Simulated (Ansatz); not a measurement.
# Molecular dynamics of Ba₂In₃Au

Input file:

```yaml
accuracy: low
crystal:
  lattice:
    - [-12.01992, 0.0, 0.0]
    - [0.0, -5.124622, 0.0]
    - [-5.651535, 0.0, 6.247983]
  atoms:
    - { symbol: Ba, position: [0.5721918, 0.52696957, 0.60887968] }
    - { symbol: Ba, position: [0.39498985, 0.59043359, 0.29724503] }
    - { symbol: In, position: [0.14329024, 0.44010465, 0.22990655] }
    - { symbol: In, position: [0.20681363, 0.43160262, 0.79432823] }
    - { symbol: In, position: [0.85035863, 0.47917534, 0.10753008] }
    - { symbol: Au, position: [0.88318022, 0.39168905, 0.71064373] }
    - { symbol: Ba, position: [0.0127852, -0.17473428, 0.69270347] }
    - { symbol: Ba, position: [0.95586093, -0.06722797, 0.28541774] }
    - { symbol: In, position: [0.64842657, -0.06463319, 0.25914007] }
    - { symbol: In, position: [0.57273931, 0.1254317, 1.0584326] }
    - { symbol: In, position: [0.34229684, 0.0130619, 0.01089118] }
    - { symbol: Au, position: [0.36991396, 0.02274166, 0.57385128] }
basis:
  ecutwfc: 420.0
kpoints:
  mp_grid: { grid: [2, 3, 2] }
hamiltonian:
  xc: lda
scf:
  occupations: { method: fermi_dirac, width: 0.3 }
  lower_state_search: "off"
md:
  timestep: 2.25
  n_steps: 169
  ensemble: nvt_langevin
  temperature: 2800.0
  initial_velocities: maxwell_boltzmann
  seed: 467992
  friction: 0.02
  temperature_schedule:
    - { n_steps: 127, end_temperature: 300.0 }
    - { n_steps: 42, end_temperature: 300.0 }
```

Run as:

```bash
$ ansatz run input.yaml --threads 2 --pin off --max-ram 5120MiB --backend cpu --events-out ev --progress --plain --runs-dir out
```

It goes on from the last frame of an earlier run, with new velocities.

Output, in part (step lines):

```
md step     0: t =     0.00 fs  T =  2566.7 K (target 2800.0 K)  F+E_penalty+E_count = -81594.41211226 eV  E_kin = 3.981208 eV  (10 SCF iters)
md step     1: t =     2.25 fs  T =  2706.2 K (target 2790.2 K)  F+E_penalty+E_count = -81594.30879429 eV  E_kin = 4.197699 eV  (8 SCF iters)
md step     2: t =     4.50 fs  T =  2542.1 K (target 2770.5 K)  F+E_penalty+E_count = -81594.21654885 eV  E_kin = 3.943090 eV  (8 SCF iters)
md step     3: t =     6.75 fs  T =  2900.4 K (target 2750.8 K)  F+E_penalty+E_count = -81594.13043922 eV  E_kin = 4.498811 eV  (9 SCF iters)
md step     4: t =     9.00 fs  T =  2539.4 K (target 2731.1 K)  F+E_penalty+E_count = -81594.03863942 eV  E_kin = 3.938938 eV  (9 SCF iters)
md step     5: t =    11.25 fs  T =  2326.5 K (target 2711.4 K)  F+E_penalty+E_count = -81593.95478377 eV  E_kin = 3.608655 eV  (6 SCF iters)
md step     6: t =    13.50 fs  T =  2203.4 K (target 2691.7 K)  F+E_penalty+E_count = -81593.88718631 eV  E_kin = 3.417773 eV  (6 SCF iters)
md step     7: t =    15.75 fs  T =  2309.5 K (target 2672.0 K)  F+E_penalty+E_count = -81593.83928139 eV  E_kin = 3.582369 eV  (6 SCF iters)
[... lines left out ...]
md step   168: t =   378.00 fs  T =   432.2 K (target 300.0 K)  F+E_penalty+E_count = -81597.16291021 eV  E_kin = 0.670348 eV  (5 SCF iters)
md step   169: t =   380.25 fs  T =   448.0 K (target 300.0 K)  F+E_penalty+E_count = -81597.17874222 eV  E_kin = 0.694836 eV  (8 SCF iters)
```

The steps, from the saved trajectory:

```
time (fs)  T (K)  potential energy less start (eV)
        0   2567                             0.000
    11.25   2326                             0.457
     22.5   2089                             0.602
    33.75   2093                             0.447
       45   2774                             0.121
    56.25   2116                            -0.066
     67.5   2686                            -0.310
    78.75   3002                            -0.370
       90   2510                            -0.499
   101.25   1990                            -0.580
    112.5   1849                            -0.579
   123.75   1909                            -0.565
      135   1445                            -0.589
   146.25   1461                            -0.543
    157.5   1228                            -0.646
   168.75   1493                            -0.838
      180   1434                            -0.959
   191.25   1335                            -1.025
    202.5   1598                            -0.995
   213.75   1421                            -1.012
      225   1348                            -1.073
   236.25   1182                            -1.281
    247.5   1281                            -1.491
   258.75   1080                            -1.671
      270    954                            -1.801
   281.25    747                            -1.828
    292.5    624                            -1.848
   303.75    474                            -1.937
      315    453                            -2.084
   326.25    478                            -2.244
    337.5    602                            -2.406
   348.75    583                            -2.537
      360    574                            -2.626
   371.25    431                            -2.705
```

The run went to its last step. The schedule's set-point averaged 509 K over the second half and the system 872 K, so it lags behind the ramp. A run of 0.38 ps of so small a system gives no equilibrium averages. Limits of this set-up: coarse k mesh, low accuracy level.

Mean squared displacements from the first frame to the last, about the centre of mass: Ba 0.39 Å², In 0.39 Å², Au 0.20 Å².

Last frame:

```xyz
12
Lattice="-12.0199 0.0000 0.0000 0.0000 -5.1246 0.0000 -5.6515 0.0000 6.2480" Properties=species:S:1:pos:R:3
Ba -11.043 -3.039 3.938
Ba -6.413 -3.130 1.813
In -2.925 -3.055 1.825
In -7.163 -2.878 5.341
In -10.189 -2.371 0.445
Au -14.246 -2.181 4.352
Ba -4.244 0.254 4.569
Ba -12.842 -0.455 1.208
In -9.050 -0.108 1.627
In -12.729 -0.443 5.709
In -4.006 -0.462 0.151
Au -7.389 -0.303 4.069
```

Time of the run: 27 min on 2 threads of Intel(R) Xeon(R) Platinum 8259CL CPU @ 2.50GHz (Skylake/Cascade Lake), on a shared host, peak memory 1.3 GiB.
